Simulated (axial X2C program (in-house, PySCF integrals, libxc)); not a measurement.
# ClInCl⁺: bond lengths and stretches, held linear

One table from this session's results is given with a row withheld; the runs are named, their logs left out.

Computed with an in-house X2C program for linear molecules on PySCF integrals. Level: all-electron X2C, two-component (2c) or spin-free, Cl dyall-av3z, In dyall-v3z.

All values are calculated.

1 further run of the same task is left out (set aside as unsound or not needed).

Set-up of the first run:

Input file task.json:

```json
{"zs": [17, 49, 17], "q": 1, "bas": ["dyall-av3z", "dyall-v3z", "dyall-av3z"], "r0": [2.41, 2.41], "symm": 1, "scan": ["PBE0", "HF", "TPSSh"], "levels": ["PBE0", "HF", "r2SCAN"], "nst": 2}
```

Keys: zs atomic numbers; q charge; bas basis sets; r0 starting distance in Å; symm equal bonds; scan levels of the two-bond scan (MP2 follows by itself at each HF point); levels methods; nst determinants followed.

Launch:

```console
$ python solin.py task.json out
```

Masses Cl 34.969, In 114.904, Cl 34.969 u.

Among the steps run: Scan at PBE0, 2c; Scan at HF, 2c; Scan at TPSSh, 2c.

One of the session's tables, all rows but one given; the rest of the session is left out.

| level | r(Cl–In) (Å) | r(In–Cl) (Å) | lower stretch (cm⁻¹) | upper stretch (cm⁻¹) |
| --- | --- | --- | --- | --- |
| PBE0, 2c | 2.214 | 2.214 | 385.1 | 501.5 |
| HF, 2c | 2.221 | 2.221 | 402.8 | 516.1 |
| TPSSh, 2c | ? | ? | ? | ? |
| MP2, 2c | 2.216 | 2.216 | 394.9 | 511.7 |
| PBE0, spin-free | 2.213 | 2.213 | 385.3 | 501.7 |
| HF, spin-free | 2.221 | 2.221 | 403.0 | 516.2 |
| TPSSh, spin-free | 2.223 | 2.223 | 376.9 | 492.5 |
| MP2, spin-free | 2.216 | 2.216 | 395.1 | 511.9 |

**Question.** Estimate the row for TPSSh, 2c.

The run gave: r(Cl–In) (Å): 2.224; r(In–Cl) (Å): 2.224; lower stretch (cm⁻¹): 376.7; upper stretch (cm⁻¹): 492.3. In the column «r(Cl–In) (Å)» it is the highest.

Scans not shown above were run alike.

MP2 freezes inner shells (threshold -2 hartree). The molecule was held linear; bending was not examined, so a bent shape may lie lower.
